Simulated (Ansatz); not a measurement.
Working through a rigid torsion scan of BCl2HO, SMILES OB(Cl)Cl

With the Python package of Ansatz (0.2.0).

Run as a notebook:

```python
import ansatz
from ase import Atoms
```

```python
atoms = Atoms(["O", "B", "Cl", "Cl", "H"], positions=[
    [1.0692, 0.5799, -0.0749],
    [-0.1097, -0.3064, -0.0893],
    [-0.3861, -1.4544, 1.3147],
    [-1.1949, -0.3284, -1.5215],
    [0.6714, 1.4356, 0.3296],
])
```

```python
# relax first, so that the scan starts from a minimum
first = (
    ansatz.Crystal.molecule_from_ase(atoms).calculation()
    .basis(gaussian="cc-pVDZ")
    .functional("pbe")
    .relax(force_tolerance=0.02, max_steps=80)
)
atoms.positions = first.run(threads=1, pin="off").report["positions_ang"]
```

```python
start = atoms.get_dihedral(2, 1, 0, 4)
energies = {}
for turn in range(0, 360, 40):
    turned = atoms.copy()
    turned.set_dihedral(2, 1, 0, 4, start + turn, indices=[0, 4])
    setup = (
        ansatz.Crystal.molecule_from_ase(turned).calculation()
        .basis(gaussian="cc-pVDZ")
        .functional("pbe")
    )
    energies[round((start + turn) % 360)] = setup.run(threads=1, pin="off").report["free_energy_ev"]
floor = min(energies.values())
print("dihedral Cl2-B1-O0-H4 (deg)   E - E(min) (kcal/mol)")
for angle, e in sorted(energies.items()):
    print(f"{angle:8d} {23.060548 * (e - floor):14.3f}  " + "#" * int(30 * (e - floor) / max(max(energies.values()) - floor, 1e-9)))
```

    dihedral Cl2-B1-O0-H4 (deg)   E - E(min) (kcal/mol)
          20          1.803  #####
          60          8.456  #######################
         100         10.752  ##############################
         140          4.341  ############
         180          0.000
         220          4.340  ############
         260         10.752  #############################
         300          8.458  #######################
         340          1.804  #####

The scan is rigid and the energies are electronic, in a modest basis. With rigid groups the curve can differ much from the relaxed path, the start wasn't checked as a minimum of this torsion, and equivalent turns needn't return to the same energy. Wall time of the script: 36 s on 1 thread of Arm Neoverse V1, on a shared host, peak memory 0.21 GiB.
